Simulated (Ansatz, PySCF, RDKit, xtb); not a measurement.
# C3H3BrN2O: ranking a sample of isomers

Which of a sample of isomers of C3H3BrN2O is the most stable in the gas at 298.15 K, and what are its properties? The sample is small against all isomers, and the most stable one of this formula need not be in it.

The funnel: GFN2-xTB relaxations, single points with a density functional, relaxations at B3LYP-D3(BJ)/def2-SVP, harmonic vibrations (at GFN2-xTB), and a last energy at a higher level. All values are calculated.

## Step 1: Drawing up candidates

Isomers were taken from a list of plausible structures; this is a sample, not all of them. That gives 4 candidates.

```csv
label,SMILES,spin
c193,Cc1nnc(Br)o1,singlet
c268,Nc1cnoc1Br,singlet
c412,Nc1cnc(Br)o1,singlet
c983,Nc1ocnc1Br,singlet
```

Candidates are built by distance geometry, with a force field where one applies, in up to four conformers (letters a to d).

**Question.** With final energies at CCSD(T)/def2-SVP + MP2/def2-TZVPP - MP2/def2-SVP, which structure will this search put lowest in free energy, and by what margin?

| quantity | value |
| --- | --- |
| lowest structure found | Nc1ocnc1Br, singlet |
| next finalist | Nc1cnc(Br)o1, singlet, 2.5 kcal/mol higher in G |
| share at equilibrium, among the finalists | 98.6 % |
| dipole moment (PBE0/def2-SVPD) | 3.27 D |
| HOMO energy (PBE0/def2-SVPD) | -6.25 eV |
| LUMO energy (PBE0/def2-SVPD) | -0.20 eV |
| HOMO–LUMO gap (PBE0/def2-SVPD) | 6.05 eV |
| lowest excitation (TD-PBE0/def2-SVPD) | 4.89 eV (f = 0.000) |
| strongest of the states computed, same level | 5.29 eV (f = 0.134) |
| lowest triplet excitation, same level, Tamm-Dancoff | 3.71 eV |
| vertical ionisation energy | 8.16 eV |
| vertical electron affinity | -1.27 eV (unbound: the value depends on the basis) |
| vertical triplet less singlet | +3.78 eV |

The search ends on `Nc1ocnc1Br`. The margin, 2.5 kcal/mol, is modest. GFN2-xTB, r2SCAN-D4/def2-SVP, B3LYP-D3(BJ)/def2-SVP, HF/def2-SVP and MP2/def2-SVP already put its bonding pattern lowest among the structures in one piece; HF/STO-3G favours the singlet Cc1nnc(Br)o1. Lowest found is not proven lowest: the search is finite, and each finalist counts with one conformer. Only 4 drawn patterns were tried, so whole families of isomers are missing, and the result ranks this sample alone.
